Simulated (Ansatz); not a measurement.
# Ta3N: the cost of one run

Computed with Ansatz 0.2.0 (DFT r2SCAN, scalar-relativistic, plane waves, PAW).

## 1. The starting structure

The structure is trigonal, space group P-3m1 (No. 164). The conventional cell has a = 3.032 Å, b = 3.032 Å, c = 7.524 Å, α = 90.00°, β = 90.00°, γ = 120.00°. Ta (site symmetry -3m) has 12 Ta at 3.01 to 3.03 Å as nearest neighbours. Ta (site symmetry 3m) is surrounded by 3 N at 2.19 Å. N (site symmetry -3m) has 6 Ta at 2.19 Å as nearest neighbours.

As a file:

```xyz
4
Lattice="3.0322 0.0000 0.0000 -1.5161 2.6260 0.0000 0.0000 0.0000 7.5241" Properties=species:S:1:pos:R:3 pbc="T T T"
Ta    0.0000    0.0000    3.7621
Ta    0.0000    1.7507    1.3087
Ta    1.5161    0.8753    6.2155
N     0.0000    0.0000    0.0000
```

The structure comes from the Materials Project (structure only).

## 2. Functional and cell changed: r2SCAN

What differs from the listed cell: strain xx, yy, zz, yz, xz, xy = +0.5, +0.5, +0.5, +0.0, +0.0, +0.0 %.

input.yaml

```yaml
crystal:
  lattice:
    - [3.0479005859, 0.0, 0.0]
    - [-1.523950293, 2.6395593356, 0.0]
    - [0.0, 0.0, 7.5630367883]
  atoms:
    - { symbol: Ta, position: [0.0, 0.0, 0.5] }
    - { symbol: Ta, position: [0.33333333, 0.66666667, 0.17393] }
    - { symbol: Ta, position: [0.66666667, 0.33333333, 0.82607] }
    - { symbol: "N", position: [0.0, 0.0, 0.0] }
basis:
  ecutwfc: 500
kpoints:
  mp_grid: { grid: [15, 15, 6] }
hamiltonian:
  xc: r2scan
scf:
  occupations: { method: gaussian, width: 0.1 }
output:
  forces: true
  stress: true
  eigenvalues: true
  populations: true
```

On the command line:

```bash
ansatz run input.yaml --threads 1 --pin off --max-ram 1331MiB --backend cpu --events-out ev --progress --plain --runs-dir out
```

**Question.** How long does this run take on 1 thread of an Arm CPU, shared host, and how much memory does it need?

About 33 s, with a peak of 0.62 GiB.
